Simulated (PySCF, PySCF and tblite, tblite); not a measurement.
# B2Cl2H4N2: a path driven as rotation about a bond, and NMR exchange

The task here is to estimate one member of a computed series from the others.

Programs: PySCF 2.14.0 with density-fitted response routines of our own, and tblite 0.8.0. All values are computed, except where a source is named. Atoms count from 0 throughout.

### The starting structure

10 atoms, charge 0, multiplicity 1; geometry from: force field or distance geometry start.

Bonds of the start (Å): B1–B3 1.67, B1–N2 1.51, B3–Cl4 1.83, B3–Cl5 1.85, N0–B1 1.53, N0–H6 1.05, N0–H7 1.05, N2–H8 1.04, N2–H9 1.04.

Set-up of the first run:

What the job is given:

```
{"job": {"xc": "GFN2-xTB", "basis": "xTB", "kind": "relax"}, "charge": 0, "multiplicity": 1}
N     -0.560100    -1.576700     0.312300
B     -0.174900    -0.147400    -0.071100
N     -1.225600     0.838400    -0.507400
B      1.433200     0.305000    -0.015300
Cl     1.936700     2.008500    -0.461500
Cl     2.713900    -0.917800     0.513800
H     -1.604500    -1.650200     0.205300
H     -0.352400    -1.689800     1.333800
H     -1.179800     1.663300     0.130200
H     -0.977700     1.171400    -1.462500
```

Launch:

```sh
$ OMP_NUM_THREADS=1 python ens_run.py task.json out
```

This one command runs the whole study; its stages follow in the order run.

Among the steps run: GFN2-xTB relaxation, start minimum; Relaxed scan, rotation; Nudged elastic band, leg 1; Saddle search, leg 1; Saddle search, other pyramid; DFT refinement, start: B3LYP-D3(BJ)/def2-SVP; Shieldings, start: revPBE/pcSseg-1 in benzene; Shieldings: revPBE/pcSseg-1 in benzene; Single-point energy, saddle of leg 1: revPBE/pcSseg-1 in benzene; Barriers, rates and exchange; Shieldings, start: CAM-B3LYP/pcSseg-1 in benzene; Single-point energy: CAM-B3LYP/pcSseg-1 in benzene; Second level: CAM-B3LYP/pcSseg-1 + D3(BJ), IEF-PCM benzene.

One table of the session follows, with a row left open; its other results are not shown here.

It belongs to the step «Second level: CAM-B3LYP/pcSseg-1 + D3(BJ), IEF-PCM benzene». Barriers by level (kcal/mol; entropies in cal/(mol K)). Zero-point and thermal terms come from xTB in every row. ΔG‡ leaves symmetry out; the rate counts equivalent paths (a factor of 4) and all 2 saddles; effective ΔG‡, where given, is the barrier that would give that rate by Eyring's equation alone:

```
                                       level    ΔE‡  with zero-point    ΔH‡  ΔG‡ (298 K)  k at 298 K (1/s)
                                    GFN2-xTB  15.82            15.06  14.83        14.71           4.5e+02
                       B3LYP-D3(BJ)/def2-SVP      ?                ?      ?            ?                 ?
   revPBE/pcSseg-1 + D3(BJ), IEF-PCM benzene  14.64            13.87  13.65        13.53             3e+03
CAM-B3LYP/pcSseg-1 + D3(BJ), IEF-PCM benzene  15.52            14.76  14.53        14.41           6.9e+02
```

**Question.** Estimate the row for B3LYP-D3(BJ)/def2-SVP.

As computed: ΔE‡: 15.29; with zero-point: 14.53; ΔH‡: 14.30; ΔG‡ (298 K): 14.18; k at 298 K (1/s): 1e+03. In the column «ΔE‡» it lies between revPBE/pcSseg-1 + D3(BJ), IEF-PCM benzene (14.64) and CAM-B3LYP/pcSseg-1 + D3(BJ), IEF-PCM benzene (15.52).
